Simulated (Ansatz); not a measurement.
# CH2BBrO: the cost of one run

Program: Ansatz 0.2.0. Level of theory: RKS B3LYP-D4/def2-SVP. These are calculated values, not measurements.

## (1) The starting structure

Bond lengths: O1–C2 1.247 Å, C2–B3 1.585 Å, B3–Br4 1.899 Å, C2–H5 1.086 Å, B3–H6 1.204 Å. Angles: O1–C2–B3 122.2°, O1–C2–H5 116.6°, B3–C2–H5 121.1°, C2–B3–Br4 120.7°, C2–B3–H6 117.6°, Br4–B3–H6 121.7°.

Coordinates:

```xyz
6

O     0.6591   -1.5063   -0.7110
C     0.7524   -0.3761   -0.1920
B    -0.5209    0.4725    0.2214
Br   -2.2718   -0.1971   -0.0818
H     1.7563    0.0041   -0.0307
H    -0.3330    1.5389    0.7479
```

## (2) End point A

input.yaml

```yaml
crystal:
  periodic: [false, false, false]
  atoms:
    - { symbol: O, position_ang: [0.6591, -1.5063, -0.711] }
    - { symbol: C, position_ang: [0.7524, -0.3761, -0.192] }
    - { symbol: B, position_ang: [-0.5209, 0.4725, 0.2214] }
    - { symbol: Br, position_ang: [-2.2718, -0.1971, -0.0818] }
    - { symbol: H, position_ang: [1.7563, 0.0041, -0.0307] }
    - { symbol: H, position_ang: [-0.333, 1.5389, 0.7479] }
basis:
  gaussian: { orbitals: def2-SVP }
hamiltonian:
  xc: b3lyp
  dispersion: d4
relax:
  f_tol: 0.015
  max_steps: 40
```

Run with:

```
> ansatz run input.yaml --threads 1 --pin off --max-ram 2048MiB --backend cpu --events-out ev --progress --plain --runs-dir out
```

Q: Estimate wall time and peak memory on 1 thread of Arm Neoverse V1, shared host.

About 2 min, with a peak of 0.17 GiB.
